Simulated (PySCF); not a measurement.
# F2Tl (Tl(F)2-): the cost of one run

The runs use PySCF 2.14.0; several levels, as the steps say, no spin–orbit coupling.

4 further runs of the same task are left out: 2 for a known fault of the program, 2 that didn't finish.

### Step 1. The starting structure

3 atoms, charge -1, spin multiplicity 1.

Bond lengths: Tl1–F2 2.169 Å, Tl1–F3 2.169 Å. Angles: F2–Tl1–F3 97.2°.

Geometry (Å):

```xyz
3
F2Tl
Tl    0.6325    0.4983    0.0000
F    -0.4944   -0.3895    1.6268
F    -0.4944   -0.3895   -1.6268
```

Formal oxidation states: Tl +1. An earlier session relaxed this geometry at PBE0, Tl def2-SVP with ECP60, F def2-SVP (singlet, point group C2v).

At PBE0 on the finer grid: E = -371.943725 Eh, HOMO -1.14 eV, LUMO 3.97 eV, Mulliken charge on Tl1 +0.15 e, largest force component 0.026 eV/Å. 

Levels to run: TPSSh; TPSS; r2SCAN; M06-L; PBE0, TZVP; PBE0, x2c-SVP. Hardware: 2 threads of Arm Neoverse V1, shared host.

### Step 2. TPSSh

Input file run.py (the lines that set the calculation):

```python
mol = gto.M(atom='''
Tl     0.63251     0.49831     0.00000
F     -0.49443    -0.38953     1.62685
F     -0.49443    -0.38953    -1.62685''',
    basis={'Tl': 'def2-SVP', 'F': 'def2-SVP'},
    ecp={'Tl': 'def2-SVP'},
    charge=-1, spin=0)
mf = dft.RKS(mol, xc='TPSSH')
mf.grids.atom_grid = (75, 302)
mf = mf.density_fit()  # fitting sets: Tl def2-universal-JKFIT, F def2-universal-JKFIT
mf.conv_tol = 1e-08; mf.max_cycle = 55
mf.kernel(dm0)  # dm0: the density of the relaxed state
```

Command:

```sh
> OMP_NUM_THREADS=2 python run.py
```

**Question.** How long does this run take on 2 threads of Arm Neoverse V1, shared host?

About 1.2 s.
